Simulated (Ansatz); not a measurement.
# CuO (Tenorite): the cost of one run

Program: Ansatz 0.2.0. Level of theory: DFT PBEsol, scalar-relativistic, plane waves, PAW. These are calculated values, not measurements.

That is the level of the relaxation; later steps name their own.

## 1. The starting structure

The structure is orthorhombic, space group Cccm (No. 66). Conventional cell: a = 4.085 Å, b = 4.101 Å, c = 5.092 Å, α = 90.00°, β = 90.00°, γ = 90.00°. Around Cu (site symmetry 2/m) lie 4 O at 1.93 Å. Around O (site symmetry 222) lie 4 Cu at 1.93 Å.

As a file:

```
Cu O
1.0
     2.04436   -2.04231    0.15961
     2.04436    2.04231    0.15961
    -0.39732    0.00000    5.07650
Cu O
2 2
Cartesian
  1.0222 1.0212 0.0798
  0.8235 -1.0212 2.6181
  1.9450 -0.0002 1.4287
  1.7464 0.0002 3.9670
```

This cell was relaxed beforehand with the same method: volume 10.66 Å³/atom, gap on the mesh none (metal).

## 2. The run at PBEsol

Input file input.yaml:

```yaml
crystal:
  lattice:
    - [2.0443623982, -2.0423065836, 0.1596125631]
    - [2.0443623982, 2.0423065836, 0.1596125631]
    - [-0.3973203283, 0.0, 5.0764976788]
  atoms:
    - { symbol: Cu, position: [0.0, 0.5, 0.0] }
    - { symbol: Cu, position: [0.5, 0.0, 0.5] }
    - { symbol: O, position: [0.500041159, 0.499958841, 0.25] }
    - { symbol: O, position: [0.499958841, 0.500041159, 0.75] }
basis:
  ecutwfc: 420
kpoints:
  mp_grid: { grid: [16, 16, 8] }
  band_path:
    path:
      - [0.0, 0.0, 0.0]
      - [-0.4979858319, 0.4979858319, 0.0]
      - [-0.5020141681, -0.4979858319, 0.0]
      - [-0.5, -0.5, 0.0]
      - [-0.5, -0.5, 0.5]
      - [-0.5020523087, -0.4979476913, 0.5]
      - [-0.4979476913, 0.4979476913, 0.5]
      - [0.0, 0.0, 0.5]
      - [-0.5, 0.0, 0.5]
      - [-0.5, 0.0, 0.0]
    npoints: 1
hamiltonian:
  xc: pbesol
scf:
  occupations: { method: gaussian, width: 0.1 }
  n_extra_bands: 5
output:
  forces: true
  stress: true
  eigenvalues: true
```

Run with:

```sh
$ ansatz run input.yaml --threads 2 --pin off --max-ram 5120MiB --backend cpu --events-out ev --progress --plain --runs-dir out
```

Q: Estimate wall time and peak memory on 2 threads of Arm Neoverse V1, shared host.

About 19 s, with a peak of 0.71 GiB.
